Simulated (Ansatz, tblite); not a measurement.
# The cluster Ge3H8O10: isomers from a random search, part 1 of 2

Which shape does the cluster Ge3H8O10 prefer? Candidates from a tight-binding search are relaxed and compared.

Computed with Ansatz 0.2.0, Gaussian basis. Level: relaxed with PBE-D4/def2-SVP, singlet.

5 further runs of the same task are left out: 3 that didn't finish, 2 set aside as unsound or not needed.

## Step 1: Starting geometry

21 atoms, charge 0, spin multiplicity 1.

Atoms are counted from 1 here; the program's logs count them from 0.

Bond lengths: Ge1–O6 1.703 Å, Ge1–O7 1.696 Å, Ge1–O9 1.843 Å, Ge1–H17 1.489 Å, Ge2–O4 1.720 Å, Ge2–O8 1.746 Å, Ge2–O13 1.719 Å, Ge2–H19 1.468 Å, Ge3–O5 1.708 Å, Ge3–O9 2.215 Å, Ge3–O10 1.810 Å, Ge3–O11 1.579 Å, O4–O8 1.488 Å, O5–H18 0.963 Å, O6–H20 0.958 Å, O7–H16 0.962 Å, O9–H14 0.958 Å, O10–O12 1.420 Å and more. Angles: O6–Ge1–O7 110.9°, O6–Ge1–O9 106.1°, O6–Ge1–H17 117.1°, O7–Ge1–O9 112.1°, O7–Ge1–H17 106.8°, O9–Ge1–H17 103.7°, O4–Ge2–O8 50.8°, O4–Ge2–O13 117.1°, O4–Ge2–H19 120.1°, O8–Ge2–O13 110.7°, O8–Ge2–H19 117.0°, O13–Ge2–H19 120.5°, O5–Ge3–O9 94.7°, O5–Ge3–O10 112.4°, O5–Ge3–O11 127.7°, O9–Ge3–O10 94.7°, O9–Ge3–O11 106.4°, O10–Ge3–O11 112.8° and more.

A search from random starts with GFN2-xTB found 6 distinct shapes; 2 go on here. The structure above is candidate A, which lies 0.00 eV above the lowest at that level; B lies 7.71 eV above the lowest at that level.

## Step 2: Relaxing candidate A

Contents of in.yaml:

```yaml
crystal:
  periodic: [false, false, false]
  atoms:
    - {symbol: Ge, position_ang: [-2.090420, 0.907620, 1.132850]}
    - {symbol: Ge, position_ang: [0.795040, -1.931130, -1.224310]}
    - {symbol: Ge, position_ang: [1.558010, 1.491980, 0.934420]}
    - {symbol: O, position_ang: [-0.344310, -1.115920, -0.227100]}
    - {symbol: O, position_ang: [1.403650, -0.002970, 1.746600]}
    - {symbol: O, position_ang: [-1.555580, -0.005470, 2.466700]}
    - {symbol: O, position_ang: [-2.983210, -0.056020, 0.059860]}
    - {symbol: O, position_ang: [-0.668430, -2.543110, -0.495310]}
    - {symbol: O, position_ang: [-0.575280, 1.601650, 0.346800]}
    - {symbol: O, position_ang: [2.168720, 1.296890, -0.757870]}
    - {symbol: O, position_ang: [1.922190, 2.895740, 1.558800]}
    - {symbol: O, position_ang: [2.075410, 0.110500, -1.532300]}
    - {symbol: O, position_ang: [0.604700, -1.767970, -2.924890]}
    - {symbol: H, position_ang: [-0.712920, 2.362270, -0.219810]}
    - {symbol: H, position_ang: [-0.201730, -2.138230, -3.287450]}
    - {symbol: H, position_ang: [-2.594650, -0.912110, -0.142950]}
    - {symbol: H, position_ang: [-2.920360, 2.109850, 1.422390]}
    - {symbol: H, position_ang: [0.815300, -0.633700, 1.317630]}
    - {symbol: H, position_ang: [2.066450, -2.399010, -0.658570]}
    - {symbol: H, position_ang: [-0.759990, 0.277630, 2.920130]}
    - {symbol: H, position_ang: [1.997410, 0.451510, -2.435630]}
basis:
  gaussian: {orbitals: def2-SVP}
hamiltonian: {xc: pbe, dispersion: d4}
scf: {lower_state_search: "off"}
output: {orbitals: {seedname: orbitals}}
relax: {f_tol: 0.03, max_steps: 70}
```

Launch:

```console
$ ansatz run in.yaml --threads 4 --pin off --events-out ev --progress --plain --max-ram 6963MiB
```

Log:

```text
Functional definition: PBE
  name "PBE"
  cite "Perdew, Burke & Ernzerhof, Phys. Rev. Lett. 77, 3865 (1996) doi:10.1103/PhysRevLett.77.3865"
  parent pbe
  parameter kappa = 0.804
  parameter beta = 0.06672455060314922
  exchange = pbe_x(kappa = kappa, mu = beta*pi^2/3)
  correlation = pbe_c(beta = beta)
these checks for a lower state are left out or cut short: stability, starts, cluster_reference, orbital_swaps, neighbouring_geometries, increment
2947 factors; their error is unknown
mean field evaluation 1: about -190032.6672 eV, gradient 1.5e2 eV
mean field evaluation 2: about -189791.7914 eV, gradient 3.2e2 eV
mean field evaluation 4: about -190065.9749 eV, gradient 3.5e1 eV
mean field evaluation 8: about -190069.0631 eV, gradient 2.2e0 eV
mean field evaluation 16: about -190068.9141 eV, gradient 4.7e-2 eV
mean field -190068.91413808 eV, -6984.9037612370 hartree, gradient 3.3e-6 eV, S^2 0.000000; 0 other end points of the search recorded, 0 dependent functions left out
the calculation of the forces begins
reference -190068.91418864 eV, -6984.9037630952 hartree; 92, 92 occupied and 184, 184 virtual orbitals, 2947 factors
relax step   1: F+E_penalty+E_count = -190069.66781207 eV  Δ(F+E_penalty+E_count) = +0.000e0 eV  max|allowed force component| = 3.411e0 eV/Å  Δτ_max = 0.0000 Å  (26 SCF iters, accepted)
these checks for a lower state are left out or cut short: stability, starts, cluster_reference, orbital_swaps, neighbouring_geometries, increment
2947 factors; their error is unknown
mean field evaluation 32: about -190069.8586 eV, gradient 1.9e-3 eV
mean field -190069.70651889 eV, -6984.9328806950 hartree, gradient 2.6e-6 eV, S^2 0.000000; 0 other end points of the search recorded, 0 dependent functions left out
the calculation of the forces begins
reference -190069.70656893 eV, -6984.9328825337 hartree; 92, 92 occupied and 184, 184 virtual orbitals, 2947 factors
relax step   2: F+E_penalty+E_count = -190070.46292154 eV  Δ(F+E_penalty+E_count) = -7.951e-1 eV  max|allowed force component| = 1.495e0 eV/Å  Δτ_max = 0.1930 Å  (28 SCF iters, accepted)
these checks for a lower state are left out or cut short: stability, starts, cluster_reference, orbital_swaps, neighbouring_geometries, increment
2947 factors; their error is unknown
mean field -190070.00229359 eV, -6984.9437502148 hartree, gradient 1.0e-6 eV, S^2 0.000000; 0 other end points of the search recorded, 0 dependent functions left out
the calculation of the forces begins
reference -190070.00234318 eV, -6984.9437520372 hartree; 92, 92 occupied and 184, 184 virtual orbitals, 2947 factors
relax step   3: F+E_penalty+E_count = -190070.75479927 eV  Δ(F+E_penalty+E_count) = -2.919e-1 eV  max|allowed force component| = 8.411e-1 eV/Å  Δτ_max = 0.1946 Å  (30 SCF iters, accepted)
these checks for a lower state are left out or cut short: stability, starts, cluster_reference, orbital_swaps, neighbouring_geometries, increment
2947 factors; their error is unknown
mean field -190070.07778593 eV, -6984.9465245068 hartree, gradient 1.3e-6 eV, S^2 0.000000; 0 other end points of the search recorded, 0 dependent functions left out
the calculation of the forces begins
reference -190070.07783514 eV, -6984.9465263155 hartree; 92, 92 occupied and 184, 184 virtual orbitals, 2947 factors
relax step   4: F+E_penalty+E_count = -190070.83295379 eV  Δ(F+E_penalty+E_count) = -7.815e-2 eV  max|allowed force component| = 6.963e-1 eV/Å  Δτ_max = 0.0946 Å  (23 SCF iters, accepted)
these checks for a lower state are left out or cut short: stability, starts, cluster_reference, orbital_swaps, neighbouring_geometries, increment
2947 factors; their error is unknown
mean field -190070.12670917 eV, -6984.9483224027 hartree, gradient 1.5e-6 eV, S^2 0.000000; 0 other end points of the search recorded, 0 dependent functions left out
the calculation of the forces begins
reference -190070.12675827 eV, -6984.9483242072 hartree; 92, 92 occupied and 184, 184 virtual orbitals, 2947 factors
relax step   5: F+E_penalty+E_count = -190070.87945657 eV  Δ(F+E_penalty+E_count) = -4.650e-2 eV  max|allowed force component| = 8.751e-1 eV/Å  Δτ_max = 0.1374 Å  (23 SCF iters, accepted)
these checks for a lower state are left out or cut short: stability, starts, cluster_reference, orbital_swaps, neighbouring_geometries, increment
2947 factors; their error is unknown
mean field evaluation 64: about -190070.1608 eV, gradient 3.2e-4 eV
mean field -190070.16084805 eV, -6984.9495769837 hartree, gradient 1.3e-6 eV, S^2 0.000000; 0 other end points of the search recorded, 0 dependent functions left out
the calculation of the forces begins
reference -190070.16089728 eV, -6984.9495787927 hartree; 92, 92 occupied and 184, 184 virtual orbitals, 2947 factors
relax step   6: F+E_penalty+E_count = -190070.91451146 eV  Δ(F+E_penalty+E_count) = -3.505e-2 eV  max|allowed force component| = 4.537e-1 eV/Å  Δτ_max = 0.0858 Å  (22 SCF iters, accepted)
these checks for a lower state are left out or cut short: stability, starts, cluster_reference, orbital_swaps, neighbouring_geometries, increment
2947 factors; their error is unknown
mean field -190070.19052505 eV, -6984.9506675931 hartree, gradient 2.9e-6 eV, S^2 0.000000; 0 other end points of the search recorded, 0 dependent functions left out
the calculation of the forces begins
reference -190070.19057444 eV, -6984.9506694081 hartree; 92, 92 occupied and 184, 184 virtual orbitals, 2947 factors
relax step   7: F+E_penalty+E_count = -190070.94032244 eV  Δ(F+E_penalty+E_count) = -2.581e-2 eV  max|allowed force component| = 2.378e-1 eV/Å  Δτ_max = 0.1177 Å  (22 SCF iters, accepted)
these checks for a lower state are left out or cut short: stability, starts, cluster_reference, orbital_swaps, neighbouring_geometries, increment
2947 factors; their error is unknown
mean field -190070.21634984 eV, -6984.9516166368 hartree, gradient 1.7e-6 eV, S^2 0.000000; 0 other end points of the search recorded, 0 dependent functions left out
the calculation of the forces begins
reference -190070.21639951 eV, -6984.9516184619 hartree; 92, 92 occupied and 184, 184 virtual orbitals, 2947 factors
relax step   8: F+E_penalty+E_count = -190070.96075667 eV  Δ(F+E_penalty+E_count) = -2.043e-2 eV  max|allowed force component| = 7.055e-1 eV/Å  Δτ_max = 0.1527 Å  (23 SCF iters, accepted)
these checks for a lower state are left out or cut short: stability, starts, cluster_reference, orbital_swaps, neighbouring_geometries, increment
2947 factors; their error is unknown
mean field -190070.24306395 eV, -6984.9525983621 hartree, gradient 2.7e-6 eV, S^2 0.000000; 0 other end points of the search recorded, 0 dependent functions left out
the calculation of the forces begins
reference -190070.24311377 eV, -6984.9526001928 hartree; 92, 92 occupied and 184, 184 virtual orbitals, 2947 factors
relax step   9: F+E_penalty+E_count = -190070.98580814 eV  Δ(F+E_penalty+E_count) = -2.505e-2 eV  max|allowed force component| = 7.725e-1 eV/Å  Δτ_max = 0.1277 Å  (22 SCF iters, accepted)
these checks for a lower state are left out or cut short: stability, starts, cluster_reference, orbital_swaps, neighbouring_geometries, increment
2947 factors; their error is unknown
mean field -190070.28217191 eV, -6984.9540355533 hartree, gradient 1.5e-6 eV, S^2 0.000000; 0 other end points of the search recorded, 0 dependent functions left out
the calculation of the forces begins
reference -190070.28222166 eV, -6984.9540373813 hartree; 92, 92 occupied and 184, 184 virtual orbitals, 2947 factors
relax step  10: F+E_penalty+E_count = -190071.02415006 eV  Δ(F+E_penalty+E_count) = -3.834e-2 eV  max|allowed force component| = 5.176e-1 eV/Å  Δτ_max = 0.1978 Å  (24 SCF iters, accepted)
these checks for a lower state are left out or cut short: stability, starts, cluster_reference, orbital_swaps, neighbouring_geometries, increment
2947 factors; their error is unknown
mean field evaluation 96: about -190070.4663 eV, gradient 3.3e-1 eV
mean field -190070.31710446 eV, -6984.9553193008 hartree, gradient 1.5e-6 eV, S^2 0.000000; 0 other end points of the search recorded, 0 dependent functions left out
the calculation of the forces begins
reference -190070.31715373 eV, -6984.9553211113 hartree; 92, 92 occupied and 184, 184 virtual orbitals, 2947 factors
relax step  11: F+E_penalty+E_count = -190071.06132590 eV  Δ(F+E_penalty+E_count) = -3.718e-2 eV  max|allowed force component| = 7.015e-1 eV/Å  Δτ_max = 0.1988 Å  (24 SCF iters, accepted)
these checks for a lower state are left out or cut short: stability, starts, cluster_reference, orbital_swaps, neighbouring_geometries, increment
2947 factors; their error is unknown
mean field -190070.35147385 eV, -6984.9565823526 hartree, gradient 2.7e-6 eV, S^2 0.000000; 0 other end points of the search recorded, 0 dependent functions left out
the calculation of the forces begins
reference -190070.35152294 eV, -6984.9565841565 hartree; 92, 92 occupied and 184, 184 virtual orbitals, 2947 factors
relax step  12: F+E_penalty+E_count = -190071.09918455 eV  Δ(F+E_penalty+E_count) = -3.786e-2 eV  max|allowed force component| = 5.285e-1 eV/Å  Δτ_max = 0.1977 Å  (23 SCF iters, accepted)
these checks for a lower state are left out or cut short: stability, starts, cluster_reference, orbital_swaps, neighbouring_geometries, increment
2947 factors; their error is unknown
mean field -190070.39181285 eV, -6984.9580647835 hartree, gradient 1.5e-6 eV, S^2 0.000000; 0 other end points of the search recorded, 0 dependent functions left out
the calculation of the forces begins
reference -190070.39186183 eV, -6984.9580665833 hartree; 92, 92 occupied and 184, 184 virtual orbitals, 2947 factors
relax step  13: F+E_penalty+E_count = -190071.14547260 eV  Δ(F+E_penalty+E_count) = -4.629e-2 eV  max|allowed force component| = 5.637e-1 eV/Å  Δτ_max = 0.2000 Å  (24 SCF iters, accepted)
these checks for a lower state are left out or cut short: stability, starts, cluster_reference, orbital_swaps, neighbouring_geometries, increment
2947 factors; their error is unknown
mean field -190070.43458606 eV, -6984.9596366697 hartree, gradient 1.3e-6 eV, S^2 0.000000; 0 other end points of the search recorded, 0 dependent functions left out
the calculation of the forces begins
reference -190070.43463477 eV, -6984.9596384600 hartree; 92, 92 occupied and 184, 184 virtual orbitals, 2947 factors
relax step  14: F+E_penalty+E_count = -190071.19454691 eV  Δ(F+E_penalty+E_count) = -4.907e-2 eV  max|allowed force component| = 4.883e-1 eV/Å  Δτ_max = 0.1926 Å  (24 SCF iters, accepted)
these checks for a lower state are left out or cut short: stability, starts, cluster_reference, orbital_swaps, neighbouring_geometries, increment
2947 factors; their error is unknown
mean field evaluation 128: about -190070.4717 eV, gradient 1.2e-6 eV
mean field -190070.47170629 eV, -6984.9610008133 hartree, gradient 1.2e-6 eV, S^2 0.000000; 0 other end points of the search recorded, 0 dependent functions left out
the calculation of the forces begins
reference -190070.47175505 eV, -6984.9610026052 hartree; 92, 92 occupied and 184, 184 virtual orbitals, 2947 factors
relax step  15: F+E_penalty+E_count = -190071.23994469 eV  Δ(F+E_penalty+E_count) = -4.540e-2 eV  max|allowed force component| = 3.297e-1 eV/Å  Δτ_max = 0.1969 Å  (24 SCF iters, accepted)
these checks for a lower state are left out or cut short: stability, starts, cluster_reference, orbital_swaps, neighbouring_geometries, increment
2947 factors; their error is unknown
mean field -190070.50442228 eV, -6984.9622031035 hartree, gradient 2.3e-6 eV, S^2 0.000000; 0 other end points of the search recorded, 0 dependent functions left out
the calculation of the forces begins
reference -190070.50447107 eV, -6984.9622048968 hartree; 92, 92 occupied and 184, 184 virtual orbitals, 2947 factors
relax step  16: F+E_penalty+E_count = -190071.27956050 eV  Δ(F+E_penalty+E_count) = -3.962e-2 eV  max|allowed force component| = 5.130e-1 eV/Å  Δτ_max = 0.1938 Å  (23 SCF iters, accepted)
these checks for a lower state are left out or cut short: stability, starts, cluster_reference, orbital_swaps, neighbouring_geometries, increment
2947 factors; their error is unknown
mean field -190070.53136542 eV, -6984.9631932458 hartree, gradient 2.8e-6 eV, S^2 0.000000; 0 other end points of the search recorded, 0 dependent functions left out
the calculation of the forces begins
reference -190070.53141404 eV, -6984.9631950325 hartree; 92, 92 occupied and 184, 184 virtual orbitals, 2947 factors
relax step  17: F+E_penalty+E_count = -190071.31340983 eV  Δ(F+E_penalty+E_count) = -3.385e-2 eV  max|allowed force component| = 4.682e-1 eV/Å  Δτ_max = 0.1952 Å  (23 SCF iters, accepted)
these checks for a lower state are left out or cut short: stability, starts, cluster_reference, orbital_swaps, neighbouring_geometries, increment
2947 factors; their error is unknown
mean field -190070.54277355 eV, -6984.9636124867 hartree, gradient 2.5e-6 eV, S^2 0.000000; 0 other end points of the search recorded, 0 dependent functions left out
the calculation of the forces begins
reference -190070.54282219 eV, -6984.9636142742 hartree; 92, 92 occupied and 184, 184 virtual orbitals, 2947 factors
relax step  18: F+E_penalty+E_count = -190071.33334379 eV  Δ(F+E_penalty+E_count) = -1.993e-2 eV  max|allowed force component| = 5.423e-1 eV/Å  Δτ_max = 0.1933 Å  (23 SCF iters, accepted)
these checks for a lower state are left out or cut short: stability, starts, cluster_reference, orbital_swaps, neighbouring_geometries, increment
2947 factors; their error is unknown
mean field -190070.55315133 eV, -6984.9639938633 hartree, gradient 1.8e-6 eV, S^2 0.000000; 0 other end points of the search recorded, 0 dependent functions left out
the calculation of the forces begins
reference -190070.55320010 eV, -6984.9639956553 hartree; 92, 92 occupied and 184, 184 virtual orbitals, 2947 factors
relax step  19: F+E_penalty+E_count = -190071.34473180 eV  Δ(F+E_penalty+E_count) = -1.139e-2 eV  max|allowed force component| = 9.119e-2 eV/Å  Δτ_max = 0.0655 Å  (22 SCF iters, accepted)
these checks for a lower state are left out or cut short: stability, starts, cluster_reference, orbital_swaps, neighbouring_geometries, increment
2947 factors; their error is unknown
mean field evaluation 160: about -190070.5412 eV, gradient 1.9e-1 eV
mean field -190070.54136701 eV, -6984.9635607975 hartree, gradient 1.6e-6 eV, S^2 0.000000; 0 other end points of the search recorded, 0 dependent functions left out
the calculation of the forces begins
reference -190070.54141569 eV, -6984.9635625865 hartree; 92, 92 occupied and 184, 184 virtual orbitals, 2947 factors
relax step  20: F+E_penalty+E_count = -190071.33195012 eV  Δ(F+E_penalty+E_count) = +1.278e-2 eV  max|allowed force component| = 4.093e-1 eV/Å  Δτ_max = 0.0738 Å  (22 SCF iters, rejected (line search))
these checks for a lower state are left out or cut short: stability, starts, cluster_reference, orbital_swaps, neighbouring_geometries, increment
2947 factors; their error is unknown
mean field -190070.55616891 eV, -6984.9641047572 hartree, gradient 1.9e-6 eV, S^2 0.000000; 0 other end points of the search recorded, 0 dependent functions left out
the calculation of the forces begins
reference -190070.55621770 eV, -6984.9641065501 hartree; 92, 92 occupied and 184, 184 virtual orbitals, 2947 factors
relax step  21: F+E_penalty+E_count = -190071.34764353 eV  Δ(F+E_penalty+E_count) = -2.912e-3 eV  max|allowed force component| = 4.717e-2 eV/Å  Δτ_max = 0.0348 Å  (22 SCF iters, accepted)
these checks for a lower state are left out or cut short: stability, starts, cluster_reference, orbital_swaps, neighbouring_geometries, increment
2947 factors; their error is unknown
mean field -190070.55643995 eV, -6984.9641147177 hartree, gradient 1.8e-6 eV, S^2 0.000000; 0 other end points of the search recorded, 0 dependent functions left out
the calculation of the forces begins
reference -190070.55648875 eV, -6984.9641165110 hartree; 92, 92 occupied and 184, 184 virtual orbitals, 2947 factors
relax step  22: F+E_penalty+E_count = -190071.34816577 eV  Δ(F+E_penalty+E_count) = -5.222e-4 eV  max|allowed force component| = 1.720e-2 eV/Å  Δτ_max = 0.0128 Å  (23 SCF iters, accepted)
Total energy: -190071.34821457 eV, -6984.9932118984 hartree
Atom 0 at    -1.968407     1.124797     0.723922 Å, force    -0.011581    -0.000866     0.003353 eV/Å
Atom 1 at     0.955360    -1.878194    -1.452307 Å, force    -0.015126     0.010589     0.010082 eV/Å
Atom 2 at     1.490539     1.274433     1.138421 Å, force    -0.007325     0.001383    -0.005430 eV/Å
Atom 3 at    -0.007441    -1.760388     0.140551 Å, force     0.008380     0.003886    -0.005115 eV/Å
Atom 4 at     0.750922    -0.118048     1.990235 Å, force    -0.001711    -0.009294     0.005095 eV/Å
Atom 5 at    -1.747452     0.836503     2.441060 Å, force     0.000542     0.000756    -0.000728 eV/Å
Atom 6 at    -2.082386    -0.233948    -0.381395 Å, force     0.001589    -0.000291     0.006850 eV/Å
Atom 7 at     0.177718    -3.206250    -0.436780 Å, force    -0.000125    -0.006910     0.000428 eV/Å
Atom 8 at    -0.272684     1.876925     0.144433 Å, force     0.016601    -0.017197    -0.013911 eV/Å
Atom 9 at     2.190279     0.693764    -0.504644 Å, force     0.014052     0.004327     0.013804 eV/Å
Atom 10 at     2.098988     2.652851     1.813159 Å, force     0.002330     0.003186    -0.000215 eV/Å
Atom 11 at     1.172737     0.275902    -1.468679 Å, force     0.006183    -0.003949    -0.004180 eV/Å
Atom 12 at     0.041804    -1.700740    -2.961165 Å, force    -0.003670     0.003005     0.003584 eV/Å
Atom 13 at    -0.204023     2.855097     0.212259 Å, force    -0.009523     0.007131     0.005813 eV/Å
Atom 14 at    -0.758218    -2.260958    -2.906559 Å, force    -0.004643    -0.001042    -0.005939 eV/Å
Atom 15 at    -1.459223    -0.985447    -0.127246 Å, force     0.000301     0.003190    -0.005012 eV/Å
Atom 16 at    -3.031287     2.189378     0.431894 Å, force     0.001930     0.000840    -0.004046 eV/Å
Atom 17 at     0.648944    -0.940514     1.415850 Å, force     0.003539     0.001188    -0.002194 eV/Å
Atom 18 at     2.480807    -1.935610    -1.497102 Å, force     0.012224    -0.005719    -0.005639 eV/Å
Atom 19 at    -0.871630     0.367899     2.557796 Å, force    -0.000737     0.005394     0.003541 eV/Å
Atom 20 at     0.394650     0.872548    -1.273714 Å, force    -0.013231     0.000392    -0.000140 eV/Å
Dipole moment:    -0.598853    -0.018613    -0.740566 e Å
Checks for a lower state left out: stability, starts, cluster_reference, orbital_swaps, neighbouring_geometries, increment
```

It took 3.5 min on 4 threads of Intel Xeon at 2.50GHz, shared host; peak memory 0.66 GiB.

Along the way: (the energy doesn't fall at every step)

```csv
step,energy from step 1 (eV),largest force component (eV/Å)
1,0.0000,3.4111
2,-0.7951,1.4953
3,-1.0870,0.8411
4,-1.1651,0.6963
5,-1.2116,0.8751
6,-1.2467,0.4537
7,-1.2725,0.2378
8,-1.2929,0.7055
9,-1.3180,0.7725
10,-1.3563,0.5176
11,-1.3935,0.7015
12,-1.4314,0.5285
13,-1.4777,0.5637
14,-1.5267,0.4883
15,-1.5721,0.3297
16,-1.6117,0.5130
17,-1.6456,0.4682
18,-1.6655,0.5423
19,-1.6769,0.0912
20,-1.6641,0.4093
21,-1.6798,0.0472
22,-1.6804,0.0172
```

Distances of close pairs at the start and the end, largest changes first:

```csv
bond,before (Å),after (Å),change (Å)
Ge2–O12,2.429,2.165,-0.264
Ge2–O4,1.720,1.865,+0.145
Ge3–O9,2.215,2.112,-0.104
Ge1–O9,1.843,1.943,+0.101
Ge2–O8,1.746,1.844,+0.098
Ge3–O5,1.708,1.792,+0.084
O4–O8,1.488,1.568,+0.080
Ge3–O11,1.579,1.651,+0.072
```

(Continued in part 2 of 2.)
